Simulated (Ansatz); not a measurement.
**WF6 (tungsten hexafluoride) at r2SCAN/def2-SVP (core potential)**

What is the vertical ionisation energy of WF6 (tungsten hexafluoride) at r2SCAN/def2-SVP (core potential)? 

The results are computed with Ansatz 0.2.0.

1 further run of the same task is left out (it didn't finish). Runs told in other sessions of the task aren't counted.

### 1 Starting point

The species is WF6 (7 atoms), meant as a singlet with charge 0. As SMILES, `[F][W]([F])([F])([F])([F])[F]`. The shape is that of a PBE0-D4/def2-TZVP optimisation.

Bond lengths: F1–W2 1.834 Å, W2–F3 1.834 Å, W2–F4 1.834 Å, W2–F5 1.834 Å, W2–F6 1.834 Å, W2–F7 1.834 Å. Some angles: F1–W2–F3 90.1°, F1–W2–F4 90.0°, F1–W2–F5 90.0°, F1–W2–F6 89.9°, F1–W2–F7 179.9°, F3–W2–F4 89.9°, F3–W2–F5 179.9°, F3–W2–F6 90.0°, F3–W2–F7 90.0°, F4–W2–F5 90.0°.

### 2 The energy at r2SCAN/def2-SVP (core potential)

The input, job.yaml:

```yaml
crystal:
  periodic: [false, false, false]
  atoms:
    - {symbol: F, position_ang: [-1.052560, -0.121830, -1.496370]}
    - {symbol: W, position_ang: [0.000030, -0.000000, -0.000010]}
    - {symbol: F, position_ang: [-1.440140, -0.427080, 1.051380]}
    - {symbol: F, position_ang: [0.416270, -1.779440, -0.149230]}
    - {symbol: F, position_ang: [1.442130, 0.426350, -1.049020]}
    - {symbol: F, position_ang: [-0.420310, 1.778520, 0.148430]}
    - {symbol: F, position_ang: [1.054590, 0.123460, 1.494820]}
basis:
  gaussian: {orbitals: def2-SVP}
hamiltonian: {xc: {name: r2SCAN}}
accuracy: high
output: {orbitals: {seedname: orbitals}}
```

Started as:

```
$ ansatz run job.yaml --threads 1 --pin off --max-ram 3480MiB --events-out events.jsonl --progress --plain --runs-dir runs
```

Log:

```text
Warning: RAYON_NUM_THREADS=1 ignored (pool sized by the plan → 1); use --threads N
Functional definition: r2SCAN
  name "r2SCAN"
  parameter k0 = 0.174
  parameter k1 = 0.065
  parameter a1 = 4.9479
  exchange = r2scan_x(k0 = k0, k1 = k1, a1 = a1)
  correlation = r2scan_c
2517 factors; integrals over basis functions are off by at most 6.2e-9 eV
mean field evaluation 1: about -18104.0124 eV, gradient 8.6e1 eV
mean field evaluation 2: about -17986.4431 eV, gradient 2.7e2 eV
mean field evaluation 4: about -18116.4991 eV, gradient 5.8e0 eV
mean field evaluation 8: about -18116.5851 eV, gradient 2.1e-1 eV
mean field evaluation 16: about -18116.5852 eV, gradient 1.3e-5 eV
mean field -18116.58520487 eV, -665.7722264166 hartree, gradient 5.2e-8 eV, S^2 0.000000; 0 other end points of the search recorded, 0 dependent functions left out
reference -18116.58520637 eV, -665.7722264718 hartree; 34, 34 occupied and 82, 82 virtual orbitals, 2517 factors
Total energy: -18116.58520637 eV, -665.7722264718 hartree
```

Wall time 30 s (1 thread of Arm Neoverse V1, shared host); peak memory 0.47 GiB.

### 3 The doublet cation, same level

The input, in.yaml:

```yaml
basis:
  gaussian: {orbitals: def2-SVP}
crystal:
  periodic: [false, false, false]
  atoms:
    - {symbol: F, position_ang: [-1.052560, -0.121830, -1.496370]}
    - {symbol: W, position_ang: [0.000030, -0.000000, -0.000010]}
    - {symbol: F, position_ang: [-1.440140, -0.427080, 1.051380]}
    - {symbol: F, position_ang: [0.416270, -1.779440, -0.149230]}
    - {symbol: F, position_ang: [1.442130, 0.426350, -1.049020]}
    - {symbol: F, position_ang: [-0.420310, 1.778520, 0.148430]}
    - {symbol: F, position_ang: [1.054590, 0.123460, 1.494820]}
total_charge: 1
magnetization: {spin_polarized: true, initial_magnetization: 1}
hamiltonian: {xc: r2scan}
accuracy: high
output: {orbitals: {seedname: orbitals}}
```

Started as:

```
$ ansatz run in.yaml --threads 1 --pin off --max-ram 3480MiB --events-out events.jsonl --progress --plain --runs-dir runs
```

Log (excerpt; [...] marks lines left out):

```text
Warning: RAYON_NUM_THREADS=1 ignored (pool sized by the plan → 1); use --threads N
Functional definition: r2SCAN
  name "r2SCAN"
[...]
2517 factors; integrals over basis functions are off by at most 6.2e-9 eV
[...]
mean field -18102.10590123 eV, -665.2401218220 hartree, gradient 3.2e-8 eV, S^2 0.758525; 20 other end points of the search recorded, 0 dependent functions left out
reference -18102.10591602 eV, -665.2401223655 hartree; 34, 33 occupied and 82, 83 virtual orbitals, 2517 factors
Total energy: -18102.10591602 eV, -665.2401223655 hartree
```

It took 6.3 min on 1 thread of Arm Neoverse V1, shared host; peak memory 0.77 GiB.

### 4 Outcome

At r2SCAN/def2-SVP (core potential):

| quantity | value |
| --- | --- |
| singlet WF6: total energy | -665.77223 Eh |
| singlet WF6: HOMO energy | -11.21 eV |
| singlet WF6: LUMO energy | -5.31 eV |
| singlet WF6: HOMO–LUMO gap | 5.90 eV |
| doublet cation: total energy | -665.24012 Eh |
| doublet cation: HOMO energy (highest over α and β) | -17.96 eV |
| doublet cation: LUMO energy (lowest over α and β) | -17.74 eV |
| doublet cation: ⟨S²⟩ | 0.759 |
| vertical ionisation energy (to the doublet cation) | 14.479 eV |

In words: Removing an electron at fixed nuclei costs 14.48 eV (1397 kJ/mol). The negative HOMO energy of the first species, 11.21 eV, lies 3.27 eV below that difference.
